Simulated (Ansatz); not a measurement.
**CH6B2S: a ladder of functionals and wavefunction methods**

An exercise on one series of results from a longer session: the logs are not shown, and one member is left open.

Method: functionals in def2-TZVPP, the program's frozen cores in correlated methods; program: Ansatz 0.2.0, Gaussian basis.

The runs, in order: LDA (SPW92), PBE-D4, revPBE-D4, BLYP-D4, r2SCAN-D4, B97M-V, PBE0-D4, B3LYP-D4, r2SCANh-D4, r2SCAN0-D4, HSE06-D4, BHLYP-D4, CAM-B3LYP-D4, LC-ωPBE, ωB97X-V, ωB97M-V, B2PLYP, PBE-QIDH; CCSD(T)/def2-SVP; CCSD(T)/def2-TZVPP; MP2/def2-QZVPP; extrapolation to the limit; RPA on PBE.

## Structure used throughout

All runs share one geometry, relaxed beforehand with PBE0-D4 in a triple-zeta def2 set.

SMILES `BSBC`, 10 atoms, charge 0, spin multiplicity 1.

Atoms are counted from 1 here; the program's logs count them from 0.

Bond lengths: B1–S2 1.789 Å, B1–H5 1.191 Å, B1–H6 1.193 Å, S2–B3 1.815 Å, B3–C4 1.552 Å, B3–H7 1.195 Å, C4–H8 1.097 Å, C4–H9 1.091 Å, C4–H10 1.097 Å. Angles: S2–B1–H5 120.3°, S2–B1–H6 117.2°, H5–B1–H6 122.5°, B1–S2–B3 103.7°, S2–B3–C4 120.6°, S2–B3–H7 117.4°, C4–B3–H7 122.0°, B3–C4–H8 109.0°, B3–C4–H9 115.5°, B3–C4–H10 109.5°, H8–C4–H9 108.6°, H8–C4–H10 104.8°, H9–C4–H10 108.9°.

The first run:

in.yaml reads:

```yaml
crystal:
  periodic: [false, false, false]
  atoms:
    - {symbol: B, position_ang: [-1.136511, 1.486858, -1.535462]}
    - {symbol: S, position_ang: [-0.545479, 1.250935, 0.136581]}
    - {symbol: B, position_ang: [0.224262, -0.392164, 0.093221]}
    - {symbol: C, position_ang: [0.869396, -0.996276, 1.369328]}
    - {symbol: H, position_ang: [-0.968850, 0.641577, -2.357429]}
    - {symbol: H, position_ang: [-1.694979, 2.512628, -1.776223]}
    - {symbol: H, position_ang: [0.208229, -0.980001, -0.946693]}
    - {symbol: H, position_ang: [0.373282, -1.946253, 1.604923]}
    - {symbol: H, position_ang: [0.842649, -0.360286, 2.255051]}
    - {symbol: H, position_ang: [1.910900, -1.268218, 1.159704]}
basis:
  gaussian: {orbitals: def2-TZVPP}
hamiltonian: {xc: lda}
output: {orbitals: {seedname: orbitals}}
```

The run is started by

```bash
> ansatz run in.yaml --threads 2 --pin off --events-out ev --progress --plain --max-ram 4352MiB
```

Among the steps run: LDA; PBE-D4 (GGA); revPBE-D4 (GGA); BLYP-D4 (GGA); r2SCAN-D4 (meta-GGA); B97M-V (meta-GGA); PBE0-D4 (hybrid); B3LYP-D4 (hybrid); r2SCANh-D4 (hybrid); r2SCAN0-D4 (hybrid); HSE06-D4 (hybrid); BHLYP-D4 (hybrid); CAM-B3LYP-D4 (range-separated); LC-ωPBE (range-separated); ωB97X-V (range-separated); ωB97M-V (range-separated); B2PLYP (double hybrid); PBE-QIDH (double hybrid).

One table of the session follows, with a row left open; its other results are not shown here.

It belongs to the step «Frontier levels by functional». 

| functional | HOMO (eV) | LUMO (eV) | gap (eV) |
| --- | --- | --- | --- |
| LDA (SPW92) | -7.25 | -3.17 | 4.08 |
| PBE-D4 | -7.17 | -2.90 | 4.27 |
| revPBE-D4 | -7.13 | -2.79 | 4.34 |
| BLYP-D4 | -7.06 | -2.71 | 4.36 |
| r2SCAN-D4 | -7.43 | -2.56 | 4.88 |
| B97M-V | -7.55 | -2.57 | 4.98 |
| PBE0-D4 | -8.43 | -1.92 | 6.51 |
| B3LYP-D4 | ? | ? | ? |
| r2SCANh-D4 | -7.90 | -2.22 | 5.68 |
| r2SCAN0-D4 | -8.60 | -1.72 | 6.88 |
| HSE06-D4 | -8.03 | -2.30 | 5.73 |
| BHLYP-D4 | -9.55 | -0.81 | 8.74 |
| CAM-B3LYP-D4 | -9.79 | -0.78 | 9.00 |
| LC-ωPBE | -11.13 | 0.35 | 11.48 |
| ωB97X-V | -10.79 | 0.28 | 11.07 |
| ωB97M-V | -10.63 | 0.06 | 10.70 |

Q: Estimate the row for B3LYP-D4 from the others.

Worked estimate for «HOMO (eV)». Against the share of exact exchange, BLYP-D4 (0, -7.06), BHLYP-D4 (0.5, -9.55) give a slope of -4.98 per unit share; at 0.2 the line stands at -8.06.

The run gave: HOMO (eV): -8.23; LUMO (eV): -2.10; gap (eV): 6.13. In «HOMO (eV)» the line misses by +0.17.
